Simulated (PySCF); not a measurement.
**Sn(vinyl)3F: geometry, NMR shifts and electronic excitations**

Aim: predict the NMR shifts and electronic excitations of Sn(vinyl)3F (`C=[CH][Sn]([F])([CH]=C)[CH]=C`).

Programs: PySCF 2.14.0, with density-fitted response routines of our own. Each step states its level of theory. These are calculated values for one molecule in the gas phase, unless marked as measured. Atoms count from 0, in the outputs and in this text.

**1. Starting geometry**

17 atoms, charge 0, multiplicity 1; geometry from: GFN2-xTB. The atoms were then displaced at random by about 0.03 Å, so the start is not that level's minimum.

Bonds of the start (Å): Sn0–C1 2.18, Sn0–C6 2.16, Sn0–C11 2.27, Sn0–F16 1.96, C1–C2 1.34, C1–H3 1.18, C2–H4 1.04, C2–H5 1.10, C6–C7 1.31, C6–H8 1.07, C7–H9 1.14, C7–H10 1.00, C11–C12 1.41, C11–H13 1.09, C12–H14 1.12, C12–H15 1.03.

**2. Geometry optimisation at PBE0-D3(BJ)/def2-SVP**

What the job is given:

```
{"job": {"xc": "PBE0", "basis": "def2-SVP", "d3": "d3bj", "grid": 1, "maxiter": 40, "shake": 0.03, "kind": "geom"}, "charge": 0, "multiplicity": 1}
Sn     0.131800    -0.007310     0.034920
C     -0.107720    -0.235550     2.185410
C     -1.257920    -0.621710     2.762170
H      0.913100    -0.038090     2.746720
H     -2.113550    -0.828380     2.208990
H     -1.254330    -0.760390     3.849640
C      2.093730    -0.224290    -0.844900
C      2.674470    -1.384950    -0.997380
H      2.559410     0.694360    -1.127030
H      2.131560    -2.314170    -0.632080
H      3.576610    -1.528430    -1.408300
C     -1.146970     1.663240    -0.826790
C     -1.884120     1.565940    -2.023040
H     -1.292880     2.575330    -0.242460
H     -1.755130     0.602140    -2.581110
H     -2.419790     2.369820    -2.370660
F     -0.876800    -1.528150    -0.673860
```

Started as:

```
$ OMP_NUM_THREADS=1 python probes_run.py task.json out
```

One launch serves the whole session: the jobs run in the order shown.

Log:

```text
step   0  E = -547.46749173  max force = 0.085148
step   1  E = -547.50014121  max force = 0.017596
step   2  E = -547.50247857  max force = 0.013744
step   3  E = -547.50415191  max force = 0.003602
step   4  E = -547.50443941  max force = 0.002362
step   5  E = -547.50471650  max force = 0.001956
step   6  E = -547.50518214  max force = 0.003741
step   7  E = -547.50548983  max force = 0.003546
step   8  E = -547.50614036  max force = 0.003106
step   9  E = -547.50634102  max force = 0.002911
step  10  E = -547.50650060  max force = 0.001063
step  11  E = -547.50660616  max force = 0.001201
step  12  E = -547.50669007  max force = 0.001213
step  13  E = -547.50675248  max force = 0.000696
step  14  E = -547.50679159  max force = 0.000459
step  15  E = -547.50682558  max force = 0.000855
step  16  E = -547.50686162  max force = 0.001113
step  17  E = -547.50690164  max force = 0.000603
step  18  E = -547.50694283  max force = 0.000427
step  19  E = -547.50701403  max force = 0.000961
step  20  E = -547.50723712  max force = 0.003073
step  21  E = -547.50740464  max force = 0.003967
step  22  E = -547.50762474  max force = 0.002493
step  23  E = -547.50782425  max force = 0.000584
step  24  E = -547.50785410  max force = 0.000563
step  25  E = -547.50786977  max force = 0.000331
step  26  E = -547.50787360  max force = 0.000151
optimisation converged
```

Wall time 18 min (1 thread of Intel Xeon at 2.50GHz, shared host); peak memory 0.71 GiB.

The steps of the relaxation:

```csv
step,energy from step 0 (eV),largest force component (eV/Å)
0,0.0000,4.3785
1,-0.8884,0.9048
2,-0.9520,0.7067
3,-0.9976,0.1852
4,-1.0054,0.1215
5,-1.0129,0.1006
6,-1.0256,0.1924
7,-1.0340,0.1823
8,-1.0517,0.1597
9,-1.0571,0.1497
10,-1.0615,0.0547
11,-1.0644,0.0618
12,-1.0666,0.0624
13,-1.0683,0.0358
14,-1.0694,0.0236
15,-1.0703,0.0440
16,-1.0713,0.0572
17,-1.0724,0.0310
18,-1.0735,0.0220
19,-1.0755,0.0494
20,-1.0815,0.1580
21,-1.0861,0.2040
22,-1.0921,0.1282
23,-1.0975,0.0300
24,-1.0983,0.0290
25,-1.0987,0.0170
26,-1.0988,0.0078
```

Distances of close pairs at the start and the end, largest changes first:

```csv
bond,before (Å),after (Å),change (Å)
Sn0–C11,2.273,2.129,-0.144
C7–H10,1.002,1.097,+0.095
C1–H3,1.182,1.097,-0.085
C11–C12,1.408,1.336,-0.073
C12–H15,1.027,1.097,+0.070
C2–H4,1.040,1.096,+0.056
Sn0–C1,2.176,2.130,-0.045
C7–H9,1.137,1.096,-0.041
```

The next job starts from the end point, and lists it.

```csv
at the end point,value
"rotational constants (GHz, main isotopes)","1.355, 1.321, 0.903"
dipole moment (D),2.58
```

**3. NMR shieldings: PBE0/def2-TZVP+pcSseg-1**

What the job is given:

```
{"job": {"kind": "nmr", "xc": "PBE0", "basis": {"default": "pcSseg-1", "Sn": "def2-TZVP"}}, "charge": 0, "multiplicity": 1}
Sn     0.137109     0.192181     0.087706
C     -0.263303    -0.069298     2.163772
C     -1.019578    -1.093752     2.567075
H      0.140460     0.636690     2.899575
H     -1.437843    -1.815128     1.856444
H     -1.253561    -1.257096     3.626280
C      2.139531    -0.168440    -0.540325
C      2.397031    -1.257339    -1.269861
H      2.949477     0.519545    -0.271078
H      1.603898    -1.959509    -1.550329
H      3.409741    -1.493863    -1.618062
C     -0.880700     1.815726    -0.840688
C     -1.901348     1.555950    -1.662511
H     -0.581865     2.852502    -0.645430
H     -2.219820     0.529143    -1.874624
H     -2.462038     2.356718    -2.160002
F     -0.785721    -1.344620    -0.707701
```

With the program's defaults for keys left out, this is: GIAO PBE0/pcSseg-1 Sn:def2-TZVP NMR shielding, scalar relativity only through core potentials, gas phase.

Log:

```text
coarse grid: 66656 points
cycle   1  E = -545.9314024183  dE = -3.468e+01  |g| = 2.900e+00  |ddm| = 3.127e+01
cycle   2  E = -531.3575170823  dE =  1.457e+01  |g| = 9.674e+00  |ddm| = 2.043e+01
cycle   3  E = -547.6010541238  dE = -1.624e+01  |g| = 8.206e-01  |ddm| = 1.882e+01
cycle   4  E = -547.7183364451  dE = -1.173e-01  |g| = 1.792e-01  |ddm| = 8.494e-01
cycle   5  E = -547.7186735625  dE = -3.371e-04  |g| = 1.643e-01  |ddm| = 2.589e-01
cycle   6  E = -547.7254911352  dE = -6.818e-03  |g| = 2.212e-02  |ddm| = 1.434e-01
cycle   7  E = -547.7256048103  dE = -1.137e-04  |g| = 7.623e-03  |ddm| = 2.781e-02
cycle   8  E = -547.7256140765  dE = -9.266e-06  |g| = 2.308e-03  |ddm| = 6.312e-03
final grid: 141248 points
cycle   9  E = -547.7255878784  dE =  9.230e-07  |g| = 3.415e-03  |ddm| = 4.459e-03
cycle  10  E = -547.7255843238  dE =  3.555e-06  |g| = 5.499e-03  |ddm| = 6.030e-03
cycle  11  E = -547.7255898744  dE = -5.551e-06  |g| = 3.699e-04  |ddm| = 3.743e-03
cycle  12  E = -547.7255899034  dE = -2.899e-08  |g| = 1.025e-04  |ddm| = 3.249e-04
cycle  13  E = -547.7255899057  dE = -2.231e-09  |g| = 6.449e-06  |ddm| = 7.935e-05
cycle  14  E = -547.7255899057  dE = -7.276e-12  |g| = 2.731e-06  |ddm| = 1.203e-05
converged SCF energy = -547.7255899057

GIAO shielding tensors (ppm)
atom      isotropic    diamagn.    paramagn.     s11        s22        s33       span
  0 Sn         nan         nan         nan        nan        nan        nan        nan
  1 C       40.717     260.318    -219.601    -72.341     37.181    157.312    229.653
  2 C       38.948     254.603    -215.654    -88.210     39.992    165.063    253.273
  3 H       24.822      30.682      -5.860     23.124     23.615     27.726      4.603
  4 H       24.717      32.300      -7.582     20.884     22.146     31.122     10.238
  5 H       24.682      27.148      -2.466     21.499     23.874     28.672      7.174
  6 C       41.280     260.222    -218.942    -71.474     37.851    157.464    228.938
  7 C       38.423     254.580    -216.157    -89.069     38.922    165.416    254.485
  8 H       24.812      30.639      -5.827     23.216     23.600     27.621      4.405
  9 H       24.637      32.266      -7.629     20.862     21.896     31.153     10.291
 10 H       24.666      27.096      -2.430     21.488     23.883     28.626      7.138
 11 C       40.895     260.277    -219.382    -72.154     37.362    157.478    229.632
 12 C       38.667     254.634    -215.967    -88.659     39.363    165.297    253.956
 13 H       24.814      30.675      -5.861     23.169     23.618     27.655      4.486
 14 H       24.669      32.308      -7.639     20.861     21.997     31.148     10.287
 15 H       24.674      27.158      -2.485     21.499     23.887     28.636      7.137
 16 F      449.728     479.205     -29.477    423.451    459.006    466.728     43.277
```

Wall time 2.1 min (1 thread of Intel Xeon at 2.50GHz, shared host); peak memory 1.1 GiB.

Shifts follow as δ = σ(reference) − σ, with reference shieldings (ppm) from runs at the same level and on the same kind of geometry: ¹H TMS 31.27, ¹³C TMS 184.4, ¹⁹F CFCl3 177.2. The references are single molecules in the gas phase, so shifts against H2O, NH3, PH3, H3PO4 or CFCl3 are not on the usual liquid scales and can be off by tens of ppm. Atoms listed in one row are averaged.

```csv
atoms,environment,σ (ppm),δ (ppm)
"C2, C7, C12","carbon bonded to C, 2 H",38.7,145.7
"C1, C6, C11","carbon bonded to C, Sn, H",41.0,143.4
"H4, H5, H9, H10, H14, H15",hydrogen on a carbon bonded to C,24.67,6.59
"H3, H8, H13","hydrogen on a carbon bonded to C, Sn",24.82,6.45
F16,fluorine bonded to Sn,449.7,-272.5
```

Atoms past Kr carry core potentials, so their printed shieldings have no meaning and are left out of the table.

The run also stored atomic charges by several schemes (e):

```csv
atoms,Mulliken,ESP fit
Sn0,1.18,0.96
"C1, C6, C11",-0.48,-0.45
"C2, C7, C12",-0.14,-0.23
F16,-0.50,-0.40
```

Mayer bond orders: Sn0–C1 0.87, Sn0–C6 0.87, Sn0–C11 0.87, Sn0–F16 0.78, C1–C2 1.96, C6–C7 1.96, C11–C12 1.96.

With diffuse functions Mulliken charges and Mayer bond orders lose their meaning; the other schemes are steadier.

The fields below are evaluated on a grid from the run's orbitals.

Frontier orbitals at PBE0/def2-TZVP+pcSseg-1, with the share of their density that lies nearest to each atom:

```csv
orbital,energy (eV),lies on
HOMO,-7.75,"C1, C11 about 17 % each; C6, C7 about 13 % each; C12 7 %"
LUMO,-0.55,"C1, C2 about 20 % each; C11, C12 about 10 % each; Sn0 6 %"
```

ELF in a plane through or near 6 of the atoms.

Ten even steps from ' ' (0.00) to '@' (1.00):
```
                                                        
                                                        
                  --==::                                
                **@@@@@@::                              
              ..%%@@@@@@++----..                        
                --%%##::++**++--                        
              ..--++++::**++--..                        
              ..==++++++--::..      ::==::              
                ......::::..........==**++::::..        
                      ....----..::::++**++%%@@@@--      
                      ....--==..::::++----@@@@@@##      
              ::==--::::::........::++**++%%@@@@--      
              --++****++--::..    ::==++--....          
              ::++--##--**--..      ..::..              
            ..%%@@@@%%++**++::                          
            ..@@@@@@@@==----                            
              --%%%%==                                  
                                                        
                                                        
                                                        
```
The map spans 13.3 Å across and 12.4 Å up, centred on the molecule. Atoms in the plane (x, y in Å): C2 (-1.3, 2.6), H5 (-1.8, 3.6), C7 (3.0, -0.2), H10 (4.0, -0.3), C12 (-1.7, -2.4), H15 (-2.3, -3.3).

On the surface of density 0.002 e/bohr³ the electrostatic potential runs, from the 1st to the 99th percentile, from -1.64 V near F16 to 2.13 V near Sn0.

**4. Ultraviolet spectrum: B3LYP/def2-SVPD**

Same as in step 3 but for these lines:

```diff
@@ -1,2 +1,2 @@
-{"job": {"kind": "nmr", "xc": "PBE0", "basis": {"default": "pcSseg-1", "Sn": "def2-TZVP"}}, "charge": 0, "multiplicity": 1}
+{"job": {"kind": "uv", "xc": "B3LYP", "basis": "def2-SVPD", "ip": false, "nstates": 10}, "charge": 0, "multiplicity": 1}
 Sn     0.137109     0.192181     0.087706
```

Method: TDDFT B3LYP/def2-SVPD, vertical, gas phase, core orbitals frozen in the response.

Log:

```text
coarse grid: 66656 points
cycle   1  E = -544.3268864172  dE = -1.977e+01  |g| = 3.594e+00  |ddm| = 2.370e+01
cycle   2  E = -466.0058485079  dE =  7.832e+01  |g| = 1.095e+01  |ddm| = 3.523e+02
cycle   3  E = -547.6113253652  dE = -8.161e+01  |g| = 1.300e+00  |ddm| = 3.527e+02
cycle   4  E = -547.2447222491  dE =  3.666e-01  |g| = 1.934e+00  |ddm| = 5.289e+00
cycle   5  E = -547.9439639017  dE = -6.992e-01  |g| = 3.682e-01  |ddm| = 3.858e+00
cycle   6  E = -547.9682579454  dE = -2.429e-02  |g| = 1.865e-01  |ddm| = 9.415e-01
cycle   7  E = -547.9771285246  dE = -8.871e-03  |g| = 6.163e-02  |ddm| = 3.726e-01
cycle   8  E = -547.9779585942  dE = -8.301e-04  |g| = 2.433e-02  |ddm| = 1.751e-01
cycle   9  E = -547.9781137893  dE = -1.552e-04  |g| = 3.725e-03  |ddm| = 4.060e-02
cycle  10  E = -547.9781162718  dE = -2.482e-06  |g| = 2.282e-03  |ddm| = 8.234e-03
final grid: 141248 points
cycle  11  E = -547.9780338692  dE =  3.199e-06  |g| = 4.216e-03  |ddm| = 1.450e-02
cycle  12  E = -547.9780205620  dE =  1.331e-05  |g| = 8.222e-03  |ddm| = 1.654e-02
cycle  13  E = -547.9780385511  dE = -1.799e-05  |g| = 4.358e-04  |ddm| = 1.114e-02
cycle  14  E = -547.9780386046  dE = -5.348e-08  |g| = 6.775e-05  |ddm| = 8.212e-04
cycle  15  E = -547.9780386056  dE = -1.017e-09  |g| = 1.628e-05  |ddm| = 1.180e-04
cycle  16  E = -547.9780386057  dE = -6.776e-11  |g| = 4.633e-06  |ddm| = 3.342e-05
converged SCF energy = -547.9780386057

Static polarisability (au): isotropic 112.689, principal 98.161 118.964 120.942

Singlet excitations
state   eV       nm        f      main configurations
  1   5.6010    221.4   0.00009   H->L 0.47, H-1->L+1 0.43
  2   5.9080    209.9   0.05028   H-1->L 0.31, H->L+1 0.29, H-1->L+1 0.13
  3   5.9168    209.5   0.05126   H-1->L+1 0.32, H->L 0.29, H-1->L 0.13
  4   6.1813    200.6   0.02048   H->L+1 0.41, H-1->L 0.36
  5   6.2256    199.2   0.00076   H->L+2 0.92
  6   6.2474    198.5   0.00285   H-1->L+2 0.82
  7   6.3113    196.4   0.08338   H-2->L 0.70, H-1->L+3 0.14
  8   6.3153    196.3   0.08071   H-2->L+1 0.69, H->L+3 0.14
  9   6.4699    191.6   0.00175   H-2->L+2 0.97
 10   6.7104    184.8   0.00235   H-3->L 0.41, H-4->L+1 0.29, H-2->L+4 0.22

Triplet excitations (Tamm-Dancoff, eV): 4.3209 4.3222 4.3261 5.3273
```

Wall time 3 min (1 thread of Intel Xeon at 2.50GHz, shared host); peak memory 1.1 GiB.

The orbitals next to the gap, with their largest atomic shares:

```csv
orbital,eV,atoms
HOMO−3,-8.48,"C6 15 %, C11 14 %, C1 13 %"
HOMO−2,-7.77,"C1 15 %, C6 15 %, C11 15 %"
HOMO−1,-7.58,"C6 15 %, C11 15 %, C1 14 %"
HOMO,-7.57,"C1 15 %, C11 15 %, C7 14 %"
LUMO,-0.88,"C2 24 %, C1 22 %, C12 12 %"
LUMO+1,-0.87,"C7 23 %, C6 21 %, C12 14 %"
LUMO+2,-0.37,"Sn0 44 %, C6 8 %, F16 8 %"
```

With each of the 10 states as a Gaussian band of 0.4 eV half-width at 1/e, the curve within the window shown has maxima at 200 nm (ε 9,600) L/(mol cm). Beyond the last state computed it falls off for lack of states. The curve at chosen wavelengths:

```json
{"nm": "177", "ε (L/mol/cm)": "401"}
{"nm": "180", "ε (L/mol/cm)": "966"}
{"nm": "183", "ε (L/mol/cm)": "1979"}
{"nm": "186", "ε (L/mol/cm)": "3481"}
{"nm": "188", "ε (L/mol/cm)": "4685"}
{"nm": "191", "ε (L/mol/cm)": "6566"}
{"nm": "194", "ε (L/mol/cm)": "8192"}
{"nm": "197", "ε (L/mol/cm)": "9254"}
{"nm": "200", "ε (L/mol/cm)": "9619"}
{"nm": "203", "ε (L/mol/cm)": "9341"}
{"nm": "205", "ε (L/mol/cm)": "8873"}
{"nm": "208", "ε (L/mol/cm)": "7880"}
{"nm": "211", "ε (L/mol/cm)": "6685"}
{"nm": "214", "ε (L/mol/cm)": "5426"}
{"nm": "217", "ε (L/mol/cm)": "4210"}
{"nm": "220", "ε (L/mol/cm)": "3120"}
{"nm": "222", "ε (L/mol/cm)": "2489"}
{"nm": "225", "ε (L/mol/cm)": "1706"}
{"nm": "228", "ε (L/mol/cm)": "1117"}
{"nm": "231", "ε (L/mol/cm)": "700"}
{"nm": "234", "ε (L/mol/cm)": "420"}
{"nm": "237", "ε (L/mol/cm)": "242"}
{"nm": "239", "ε (L/mol/cm)": "164"}
{"nm": "242", "ε (L/mol/cm)": "89"}
{"nm": "245", "ε (L/mol/cm)": "47"}
{"nm": "248", "ε (L/mol/cm)": "24"}
```

Leading natural transition orbitals of singlet state 7: the hole lies on 4 C atoms about 17 % each; C1, C2 about 9 % each; the particle on C1, C2 about 18 % each; C11 9 %; H3, H5 about 7 % each.

Leading natural transition orbitals of singlet state 1: the hole lies on C1 23 %; C11 15 %; Sn0 9 %; the particle on C1, C2 about 19 % each; C11, C12 about 10 % each; H3, H5 about 6 % each.

Ground-state properties from the same run:

```csv
property,computed
dipole moment (D),2.73
polarisability (Å³),16.70
HOMO–LUMO gap (eV),6.69
−ε(HOMO) (eV),7.57
```

**5. NMR shieldings: KT2/def2-TZVP+pcSseg-1**

Same as in step 4 but for these lines:

```diff
@@ -1,2 +1,2 @@
-{"job": {"kind": "uv", "xc": "B3LYP", "basis": "def2-SVPD", "ip": false, "nstates": 10}, "charge": 0, "multiplicity": 1}
+{"job": {"kind": "nmr", "xc": "KT2", "basis": {"default": "pcSseg-1", "Sn": "def2-TZVP"}, "pop": false}, "charge": 0, "multiplicity": 1}
 Sn     0.137109     0.192181     0.087706
```

Method: GIAO KT2/pcSseg-1 Sn:def2-TZVP NMR shielding, scalar relativity only through core potentials, gas phase.

Log:

```text
coarse grid: 66656 points
cycle   1  E = -552.5357490561  dE = -3.407e+01  |g| = 3.211e+00  |ddm| = 3.054e+01
cycle   2  E = -503.7000414410  dE =  4.884e+01  |g| = 1.128e+01  |ddm| = 2.564e+01
cycle   3  E = -554.7193006294  dE = -5.102e+01  |g| = 6.368e-01  |ddm| = 2.402e+01
cycle   4  E = -554.4641597443  dE =  2.551e-01  |g| = 1.201e+00  |ddm| = 1.516e+00
cycle   5  E = -554.8204656086  dE = -3.563e-01  |g| = 1.866e-01  |ddm| = 9.966e-01
cycle   6  E = -554.8278506876  dE = -7.385e-03  |g| = 7.435e-02  |ddm| = 2.016e-01
cycle   7  E = -554.8288117434  dE = -9.611e-04  |g| = 3.816e-02  |ddm| = 7.737e-02
cycle   8  E = -554.8290624690  dE = -2.507e-04  |g| = 7.939e-03  |ddm| = 3.339e-02
cycle   9  E = -554.8290792598  dE = -1.679e-05  |g| = 1.538e-03  |ddm| = 1.155e-02
cycle  10  E = -554.8290797415  dE = -4.817e-07  |g| = 3.952e-04  |ddm| = 2.338e-03
final grid: 141248 points
cycle  11  E = -554.8289720932  dE = -5.734e-07  |g| = 5.413e-04  |ddm| = 2.509e-03
cycle  12  E = -554.8289719038  dE =  1.894e-07  |g| = 9.949e-04  |ddm| = 1.550e-03
cycle  13  E = -554.8289721541  dE = -2.503e-07  |g| = 2.489e-04  |ddm| = 1.069e-03
cycle  14  E = -554.8289721678  dE = -1.367e-08  |g| = 6.766e-05  |ddm| = 2.180e-04
cycle  15  E = -554.8289721690  dE = -1.201e-09  |g| = 2.302e-05  |ddm| = 8.192e-05
cycle  16  E = -554.8289721691  dE = -1.173e-10  |g| = 1.035e-05  |ddm| = 2.636e-05
converged SCF energy = -554.8289721691

GIAO shielding tensors (ppm)
atom      isotropic    diamagn.    paramagn.     s11        s22        s33       span
  0 Sn         nan         nan         nan        nan        nan        nan        nan
  1 C       48.427     261.267    -212.840    -49.619     44.964    149.936    199.556
  2 C       49.360     255.102    -205.742    -62.145     48.615    161.609    223.754
  3 H       24.929      30.810      -5.881     23.437     23.661     27.687      4.250
  4 H       24.926      32.893      -7.968     21.638     22.261     30.877      9.239
  5 H       24.818      26.978      -2.159     21.748     23.983     28.724      6.976
  6 C       48.950     261.146    -212.195    -48.727     45.402    150.176    198.902
  7 C       48.894     255.033    -206.140    -62.972     47.677    161.976    224.948
  8 H       24.919      30.764      -5.844     23.512     23.646     27.599      4.087
  9 H       24.847      32.862      -8.015     21.624     22.015     30.903      9.280
 10 H       24.803      26.918      -2.116     21.737     23.996     28.676      6.939
 11 C       48.587     261.223    -212.636    -49.418     45.028    150.150    199.568
 12 C       49.119     255.103    -205.985    -62.556     48.058    161.854    224.410
 13 H       24.921      30.804      -5.883     23.473     23.664     27.625      4.152
 14 H       24.878      32.901      -8.023     21.620     22.115     30.899      9.280
 15 H       24.811      26.986      -2.176     21.747     23.998     28.686      6.939
 16 F      432.380     479.862     -47.482    411.262    438.634    447.244     35.982
```

Run time: 2.3 min. Hardware: 1 thread of Intel Xeon at 2.50GHz, shared host; peak memory 1.2 GiB.

In short: δ C1 134.6, C2 134.1, F16 -293.8, H4 6.33, H3 6.26 ppm (means over like atoms).

**6. Comparing the runs: NMR shifts**

Shifts (ppm), means over like atoms, with basis size and wall time:

```csv
run,C2,C1,H4,H3,F16,functions,time
PBE0/def2-TZVP+pcSseg-1,145.7,143.4,6.59,6.45,-272.5,214,2.1 min
KT2/def2-TZVP+pcSseg-1,134.1,134.6,6.33,6.26,-293.8,214,2.3 min
```

**7. Summary of results**

| quantity | value |
| --- | --- |
| rotational constants (main isotopes) | 1.35, 1.32, 0.90 GHz |
| ¹³C shifts against TMS (PBE0/def2-TZVP+pcSseg-1, means over atoms taken as alike) | 145.7, 143.4 ppm |
| ¹H shifts against TMS (PBE0/def2-TZVP+pcSseg-1, means over atoms taken as alike) | 6.59, 6.45 ppm |
| ¹⁹F shifts against CFCl3 (PBE0/def2-TZVP+pcSseg-1) | -272.5 ppm |
| surface potential, 1st and 99th percentile | -1.64 V and 2.13 V |
| lowest singlet (B3LYP/def2-SVPD) | 5.60 eV (221 nm), f = 0.000 |
| brightest single state of those computed | state 7, 6.31 eV, f = 0.083 |
| lowest triplet | 4.32 eV |
| range of the shift of F16 | -293.8 to -272.5 ppm |

**Reading.** The start was shaken at random, so part of the energy gained undoes that. Over 26 steps the energy fell by 1.099 eV; of the close pairs, Sn0–C11 changed most, 2.273 to 2.129 Å. At PBE0/def2-TZVP+pcSseg-1: The widest tensor belongs to C2, C7, C12: span 254 ppm, with a paramagnetic part of -216 ppm. By nearest atom (PBE0/def2-TZVP+pcSseg-1), the HOMO sits on C1, C11 about 17 % each; C6, C7 about 13 % each and the LUMO on C1, C2 about 20 % each; C11, C12 about 10 % each. The lowest singlet, at 5.60 eV, is HOMO→LUMO 0.47, HOMO−1→LUMO+1 0.43 and is dark; of the 10 states computed, the strongest absorption comes from states 7 to 8 together at 6.31 eV. The lowest triplet lies 1.28 eV below the lowest singlet (triplets in Tamm-Dancoff, singlets in full TDDFT). Spin-orbit coupling, left out, mixes singlets and triplets in elements this heavy. In ppm, F16 moves most: its shift spreads over 21.3 ppm, from -293.8 (KT2/def2-TZVP+pcSseg-1) to -272.5 (PBE0/def2-TZVP+pcSseg-1). Spin-orbit coupling is left out, which matters for shieldings and couplings at and beside the heavy atoms.
